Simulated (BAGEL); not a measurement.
# HF/3-21G (density fitting with qzvpp-jkfit) run of [SiAsNH5]− (SMILES N[SiH-][AsH2])

Aim: the energy change on altering one bond length of [SiAsNH5]− at HF/3-21G (density fitting with qzvpp-jkfit), from 2 runs. 

Program for the calculation: BAGEL 1.2.2.

3 further runs of the same task are left out: 3 that didn't finish.

**1. The molecule**

[SiAsNH5]− has 8 atoms, charge -1, and is taken as a singlet. SMILES: `N[SiH-][AsH2]`. Geometry: a GFN2-xTB relaxation, a rough one for these elements and not checked as a minimum. This is one conformer, not always the lowest.

Bond lengths: N1–Si2 1.830 Å, Si2–As3 2.343 Å, N1–H4 1.015 Å, N1–H5 1.013 Å, Si2–H6 1.547 Å, As3–H7 1.524 Å, As3–H8 1.538 Å. Angles: N1–Si2–As3 98.9°, N1–Si2–H6 94.7°, As3–Si2–H6 95.3°, Si2–N1–H4 110.1°, Si2–N1–H5 110.2°, Si2–As3–H7 88.8°, Si2–As3–H8 93.0°, H4–N1–H5 105.8°, H7–As3–H8 88.0°.

**2. A single-point energy at HF/3-21G (density fitting with qzvpp-jkfit)**

calc.json

```json
{ "bagel" : [

{
  "title" : "molecule",
  "basis" : "3-21g",
  "df_basis" : "qzvpp-jkfit",
  "angstrom" : true,
  "geometry" : [
    { "atom" : "N", "xyz" : [   -0.838070,    0.864470,   -1.043310 ] },
    { "atom" : "Si", "xyz" : [    0.181640,    0.666620,    0.462990 ] },
    { "atom" : "As", "xyz" : [    0.693570,   -1.610740,    0.259590 ] },
    { "atom" : "H", "xyz" : [   -1.797180,    0.592360,   -0.853060 ] },
    { "atom" : "H", "xyz" : [   -0.876200,    1.839720,   -1.313450 ] },
    { "atom" : "H", "xyz" : [    1.486170,    1.165940,   -0.201560 ] },
    { "atom" : "H", "xyz" : [    1.593010,   -1.483900,    1.483590 ] },
    { "atom" : "H", "xyz" : [   -0.442930,   -2.034460,    1.205200 ] }
  ]
},
{
  "title" : "hf",
  "charge" : -1
},
{
  "title" : "print",
  "file" : "orbitals.molden",
  "orbitals" : true
}

]}
```

On the command line:

```
BAGEL_NUM_THREADS=1 BAGEL calc.json > calc.out
```

Standard output:

```text
* using 1 threads per process

  ===============================================================
  ===============================================================

  *** Geometry ***

  { "atom" : "N", "xyz" : [     -1.583723,      1.633612,     -1.971570 ] },
  { "atom" : "Si", "xyz" : [      0.343250,      1.259729,      0.874924 ] },
  { "atom" : "As", "xyz" : [      1.310657,     -3.043857,      0.490554 ] },
  { "atom" : "H", "xyz" : [     -3.396178,      1.119398,     -1.612050 ] },
  { "atom" : "H", "xyz" : [     -1.655778,      3.476567,     -2.482061 ] },
  { "atom" : "H", "xyz" : [      2.808454,      2.203307,     -0.380893 ] },
  { "atom" : "H", "xyz" : [      3.010353,     -2.804165,      2.803579 ] },
  { "atom" : "H", "xyz" : [     -0.837016,     -3.844572,      2.277498 ] },

  Number of auxiliary basis functions:      561

  Since a DF basis is specified, we compute 2- and 3-index integrals:
    o Being stored without compression. Storage requirement is 0.013 GB

  Number of basis functions:       54
  Number of electrons      :       59

    * METHOD: MOLECULE                             0.23

  *** RHF ***

  === Nuclear Repulsion ===
   237.7025815355

      * DIIS with orbital gradients will be used.

  === RHF iteration (3-21g) ===
      0      -2567.71065690          0.02237379           0.07
      1      -2567.80178155          0.01199761           0.07
      2      -2567.83361642          0.00109191           0.07
      3      -2567.83454014          0.00022594           0.07
      4      -2567.83460856          0.00006519           0.07
      5      -2567.83461442          0.00001473           0.07
      6      -2567.83461472          0.00000503           0.07
      7      -2567.83461476          0.00000108           0.07
      8      -2567.83461476          0.00000030           0.07
      9      -2567.83461476          0.00000013           0.07
     10      -2567.83461476          0.00000004           0.07
     11      -2567.83461476          0.00000002           0.07
     12      -2567.83461476          0.00000000           0.07
    * SCF iteration converged.

    * Permanent dipole moment:
           (    0.332539,     0.802013,     0.178043) a.u.

    * METHOD: HF                                   1.03

    * METHOD: PRINT                                0.01

  ===============================================================
```

Wall time 1.4 s (1 thread of Arm Neoverse V2, shared host); peak memory 0.099 GiB.

**3. The distorted shape, same level**

input.json

```json
{ "bagel" : [

{
  "title" : "molecule",
  "basis" : "3-21g",
  "df_basis" : "qzvpp-jkfit",
  "angstrom" : "true",
  "geometry" : [
    { "atom" : "N", "xyz" : [      -0.973011,       0.845440,      -1.226945 ] },
    { "atom" : "Si", "xyz" : [       0.046699,       0.647590,       0.279355 ] },
    { "atom" : "As", "xyz" : [       0.558629,      -1.629770,       0.075955 ] },
    { "atom" : "H", "xyz" : [      -1.932121,       0.573330,      -1.036695 ] },
    { "atom" : "H", "xyz" : [      -1.011141,       1.820690,      -1.497085 ] },
    { "atom" : "H", "xyz" : [       1.351229,       1.146910,      -0.385195 ] },
    { "atom" : "H", "xyz" : [       1.593010,      -1.483900,       1.483590 ] },
    { "atom" : "H", "xyz" : [      -0.577871,      -2.053490,       1.021565 ] }
  ]
},

{ "title" : "hf", "charge" : -1 },

{ "title" : "print", "file" : "orbitals.molden", "orbitals" : "true" }

]}
```

On the command line:

```
BAGEL_NUM_THREADS=1 BAGEL input.json > input.out
```

Standard output:

```text
* using 1 threads per process

  ===============================================================
  ===============================================================

  *** Geometry ***

  { "atom" : "N", "xyz" : [     -1.838724,      1.597650,     -2.318590 ] },
  { "atom" : "Si", "xyz" : [      0.088248,      1.223768,      0.527904 ] },
  { "atom" : "As", "xyz" : [      1.055656,     -3.079819,      0.143534 ] },
  { "atom" : "H", "xyz" : [     -3.651180,      1.083437,     -1.959070 ] },
  { "atom" : "H", "xyz" : [     -1.910780,      3.440605,     -2.829081 ] },
  { "atom" : "H", "xyz" : [      2.553453,      2.167346,     -0.727913 ] },
  { "atom" : "H", "xyz" : [      3.010353,     -2.804165,      2.803579 ] },
  { "atom" : "H", "xyz" : [     -1.092018,     -3.880534,      1.930478 ] },

  Number of auxiliary basis functions:      561

  Since a DF basis is specified, we compute 2- and 3-index integrals:
    o Being stored without compression. Storage requirement is 0.013 GB

  Number of basis functions:       54
  Number of electrons      :       59

    * METHOD: MOLECULE                             0.23

  *** RHF ***

  === Nuclear Repulsion ===
   236.0231820075

      * DIIS with orbital gradients will be used.

  === RHF iteration (3-21g) ===
      0      -2567.70196755          0.02227737           0.07
      1      -2567.79200399          0.01199689           0.06
      2      -2567.82388254          0.00109323           0.06
      3      -2567.82481883          0.00022895           0.06
      4      -2567.82488768          0.00006741           0.06
      5      -2567.82489405          0.00001553           0.06
      6      -2567.82489438          0.00000523           0.06
      7      -2567.82489442          0.00000124           0.06
      8      -2567.82489443          0.00000038           0.06
      9      -2567.82489443          0.00000017           0.06
     10      -2567.82489443          0.00000005           0.06
     11      -2567.82489443          0.00000002           0.06
     12      -2567.82489443          0.00000001           0.06
    * SCF iteration converged.

    * Permanent dipole moment:
           (    0.471588,     0.786906,     0.348110) a.u.

    * METHOD: HF                                   1.00

    * METHOD: PRINT                                0.01

  ===============================================================
```

It took 1.4 s on 1 thread of Arm Neoverse V2, shared host; peak memory 0.099 GiB.

**4. Outcome**

At HF/3-21G (density fitting with qzvpp-jkfit):

| quantity | value |
| --- | --- |
| first shape: total energy | -2567.83461 Eh |
| first shape: HOMO energy | -1.23 eV |
| first shape: LUMO energy | 9.00 eV |
| first shape: HOMO–LUMO gap (to an unbound level, set by the basis) | 10.23 eV |
| distorted shape: total energy | -2567.82489 Eh |
| distorted shape: HOMO energy | -1.28 eV |
| distorted shape: LUMO energy | 8.29 eV |
| distorted shape: HOMO–LUMO gap (to an unbound level, set by the basis) | 9.57 eV |
| energy change with the As3–H7 bond stretched from 1.524 to 1.753 Å | 0.265 eV |

With the As3–H7 bond stretched from 1.524 to 1.753 Å the energy rises by 0.26 eV (6.1 kcal/mol). The first shape isn't relaxed at this level, so the change isn't measured from a minimum.
